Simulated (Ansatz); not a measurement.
# CH6BSn+ (SMILES B[CH+][SnH3]): single points off equilibrium

An exercise on one series of results from a longer session: the logs are not shown, and one member is left open.

Program: Ansatz 0.2.0, Gaussian basis. Level of theory: single points in def2-TZVPP. These are calculated values, not measurements.

Correlated methods freeze the cores. Filled d shells of the heavier atoms are correlated. Core potentials replace the inner electrons past krypton, and spin-orbit coupling is left out.

## Where the work starts

SMILES `B[CH+][SnH3]`, 9 atoms, charge 1, spin multiplicity 1.

Atoms are counted from 1 here; the program's logs count them from 0.

Bond lengths: B1–C2 1.466 Å, B1–H4 1.256 Å, B1–H5 1.206 Å, C2–Sn3 2.297 Å, C2–H6 1.111 Å, Sn3–H7 1.771 Å, Sn3–H8 1.695 Å, Sn3–H9 1.704 Å. Angles: C2–B1–H4 122.1°, C2–B1–H5 125.4°, H4–B1–H5 112.1°, B1–C2–Sn3 125.2°, B1–C2–H6 123.9°, Sn3–C2–H6 110.9°, C2–Sn3–H7 96.4°, C2–Sn3–H8 106.8°, C2–Sn3–H9 101.4°, H7–Sn3–H8 116.6°, H7–Sn3–H9 109.5°, H8–Sn3–H9 121.6°.

As a file:

```xyz
9

B    -0.7231    1.0550   -1.2612
C     0.3314    0.6929   -0.3089
Sn    0.3019   -1.1487    1.0633
H    -0.7518    0.5983   -2.4313
H    -1.7114    1.6943   -0.9998
H     1.2534    1.2912   -0.1488
H     1.8104   -1.8621    0.4699
H    -1.1256   -1.9947    0.7191
H     0.5715   -0.4367    2.5875
```

The first run:

The input, run/in.yaml:

```yaml
crystal:
  periodic: [false, false, false]
  atoms:
    - {symbol: B, position_ang: [-0.723100, 1.055000, -1.261200]}
    - {symbol: C, position_ang: [0.331400, 0.692900, -0.308900]}
    - {symbol: Sn, position_ang: [0.301900, -1.148700, 1.063300]}
    - {symbol: H, position_ang: [-0.751800, 0.598300, -2.431300]}
    - {symbol: H, position_ang: [-1.711400, 1.694300, -0.999800]}
    - {symbol: H, position_ang: [1.253400, 1.291200, -0.148800]}
    - {symbol: H, position_ang: [1.810400, -1.862100, 0.469900]}
    - {symbol: H, position_ang: [-1.125600, -1.994700, 0.719100]}
    - {symbol: H, position_ang: [0.571500, -0.436700, 2.587500]}
basis:
  gaussian: {orbitals: def2-TZVPP}
total_charge: 1
correlation: {method: ccsd_t}
output: {forces: true}
```

The command line of these runs was not kept.

Steps of the session up to this table: CCSD(T)/def2-TZVPP; PBE0-D4/def2-TZVPP; wB97M-V/def2-TZVPP; r2SCAN-D4/def2-TZVPP; PBE-D4/def2-TZVPP; LC-wPBE/def2-TZVPP; r2SCANh-D4/def2-TZVPP.

One table of the session follows, with a row left open; its other results are not shown here.

| method | RMS force component (eV/Å) | angle to CCSD(T) forces (°) |
| --- | --- | --- |
| CCSD(T) | 0.471 | reference |
| PBE0-D4 | 0.401 | 22.3 |
| wB97M-V | 0.476 | 14.0 |
| r2SCAN-D4 | ? | ? |
| PBE-D4 | 0.338 | 44.8 |
| LC-wPBE | 0.495 | 12.4 |
| r2SCANh-D4 | 0.413 | 24.2 |

Estimate the missing values for r2SCAN-D4.

**Answer.** RMS force component (eV/Å): 0.390; angle to CCSD(T) forces (°): 29.6. In the column «RMS force component (eV/Å)» it lies between PBE-D4 (0.338) and PBE0-D4 (0.401).
